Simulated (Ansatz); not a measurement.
# Ho4S: the cost of one run

Method: DFT PBE, scalar-relativistic, plane waves, PAW; 4f electrons in the core of a trivalent norm-conserving potential, unless a step names another level, in Ansatz 0.2.0.

### Step 1. The starting structure

Symmetry: P-3m1, No. 164, trigonal system. Conventional cell: a = 3.659 Å, b = 3.659 Å, c = 11.974 Å, α = 90.00°, β = 90.00°, γ = 120.00°. Ho (site symmetry 3m) has 3 S at 2.72 Å as nearest neighbours. Ho (site symmetry 3m) has 12 Ho at 3.49 to 3.66 Å as nearest neighbours. S (site symmetry -3m) is surrounded by 6 Ho at 2.72 Å.

Structure file:

```cif
data_structure
_symmetry_space_group_name_H-M 'P-3m1'
_symmetry_Int_Tables_number 164
_cell_length_a 3.6589
_cell_length_b 3.6589
_cell_length_c 11.9742
_cell_angle_alpha 90.000
_cell_angle_beta 90.000
_cell_angle_gamma 120.000
_cell_volume 138.83
loop_
_atom_site_label
_atom_site_type_symbol
_atom_site_symmetry_multiplicity
_atom_site_Wyckoff_symbol
_atom_site_fract_x
_atom_site_fract_y
_atom_site_fract_z
_atom_site_occupancy
Ho1 Ho 2 d 0.33333 0.66667 0.85635 1
Ho2 Ho 2 d 0.33333 0.66667 0.38425 1
S1 S 1 a 0.00000 0.00000 0.00000 1
```

It came out lowest among 18 distinct ends of the trial cells. At a tolerance of 0.05 Å it has space group P-3m1 (No. 164).

### Step 2. Tight relaxation for the response runs, on the response runs' mesh and smearing

File input.yaml:

```yaml
crystal:
  lattice:
    - [3.6588959605, 0.0, 0.0]
    - [-1.8294479802, 3.1686968516, 0.0]
    - [0.0, 0.0, 11.9741640021]
  atoms:
    - { symbol: Ho, position: [0.3333333333, 0.6666666667, 0.856348391] }
    - { symbol: Ho, position: [0.3333333333, 0.6666666667, 0.3842481146] }
    - { symbol: Ho, position: [0.6666666667, 0.3333333333, 0.143651609] }
    - { symbol: Ho, position: [0.6666666667, 0.3333333333, 0.6157518854] }
    - { symbol: S, position: [0.0, 0.0, 0.0] }
basis:
  ecutwfc: 690
kpoints:
  mp_grid: { grid: [12, 12, 4] }
hamiltonian:
  xc: pbe
  pseudopotentials:
    kind: paw
    azcp: { Ho: "pseudopotentials/pbe/nc/lanthanide_3plus/Ho.nc.azcp" }
scf:
  occupations: { method: gaussian, width: 0.1 }
output:
  forces: true
  stress: true
  eigenvalues: true
relax:
  adjacent_minimum: "off"
  f_tol: 0.001
  max_steps: 60
  cell: { stress_tol: 0.01 }
```

The run is started by

```
> ansatz run input.yaml --threads 3 --pin off --max-ram 8448MiB --backend cpu --events-out ev --progress --plain --runs-dir out
```

**Question.** How long does this run take on 3 threads of Intel Xeon 6975P-C (Granite Rapids), shared host, and how much memory does it need?

About 21 s, with a peak of 0.85 GiB.
